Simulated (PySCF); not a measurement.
# [La(H2O)]2+: other functionals and bases at one geometry

The task here is to estimate one member of a computed series from the others.

Method: several levels, as the steps say, no spin–orbit coupling; program: PySCF 2.14.0.

1 further run of the same task is left out (for a known fault of the program).

## The system as given

4 atoms, charge 2, spin multiplicity 1.

Bond lengths: La1–O2 2.537 Å, O2–H3 0.976 Å, O2–H4 0.976 Å. Angles: La1–O2–H3 128.4°, La1–O2–H4 128.4°, H3–O2–H4 103.2°.

As a file:

```xyz
4

La    0.00000    0.00000   -0.19075
O     0.00000    0.00000    2.34661
H     0.76461    0.00000    2.95252
H    -0.76461    0.00000    2.95252
```

Formal oxidation states: La +2. Each metal's 1 4f electrons lie in its core potential, so multiplicities, spins and levels count the valence alone. For divalent La, Ce, Gd or Lu the extra electron is normally 5d or 6s, so this core forces an excited configuration. An earlier session relaxed this geometry at PBE0, La lcecp-0-SVP with ECP47, O def2-SVP, H def2-SVP (singlet, point group C2v).

At PBE0 on the finer grid: E = -101.827391 Eh, frontier levels not given, since the 4f levels lie in the core, Mulliken charge on La1 +1.80 e, largest force component 0.001 eV/Å. 

Levels to run: TPSSh; BP86; PBE0, TZVP. Hardware: 2 threads of Intel Xeon Platinum 8259CL at 2.50GHz (Skylake/Cascade Lake), shared host.

The first run:

The input, run.py (the lines that set the calculation):

```python
mol = gto.M(atom='''
La     0.00000     0.00000    -0.19075
O      0.00000     0.00000     2.34661
H      0.76461     0.00000     2.95252
H     -0.76461     0.00000     2.95252''',
    basis={'La': 'lcecp-0-SVP', 'O': 'def2-SVP', 'H': 'def2-SVP'},
    ecp={'La': 'lcecp-0-SVP'},
    charge=2, spin=0)
mf = dft.RKS(mol, xc='TPSSH')
mf.grids.atom_grid = (75, 302)  # f atoms: unpruned, at least (60, 302)
mf = mf.density_fit()  # fitting sets: La AutoAux, O def2-universal-JKFIT, H def2-universal-JKFIT
mf.conv_tol = 1e-08; mf.max_cycle = 55
mf.kernel(dm0)  # dm0: the density of the relaxed state
```

Started as:

```console
OMP_NUM_THREADS=2 python run.py
```

Among the steps run: TPSSh; BP86; PBE0, TZVP.

One of the session's tables, all rows but one given; the rest of the session is left out.

| level | charge on La1 (e) | dipole (D) | largest force component (eV/Å) |
| --- | --- | --- | --- |
| PBE0 (relaxed here) | 1.80 | 1.54 | 0.00 |
| TPSSh | 1.79 | 1.58 | 0.27 |
| BP86 | 1.77 | 1.70 | 0.67 |
| PBE0, TZVP | ? | ? | ? |

**Question.** Estimate the row for PBE0, TZVP.

As computed: charge on La1 (e): 1.87; dipole (D): 1.54; largest force component (eV/Å): 0.37. In the column «charge on La1 (e)» it is the highest.

The dipole of a charged species depends on the origin, so these sizes hold for this origin alone.

The largest leftover force, 0.67 eV/Å with BP86, stands at a geometry relaxed at another level. With 4f in the core, its levels are missing from HOMO and gap, and its count is fixed, so no charge can pass from the ligands into it. Total energies of different levels can't be compared.
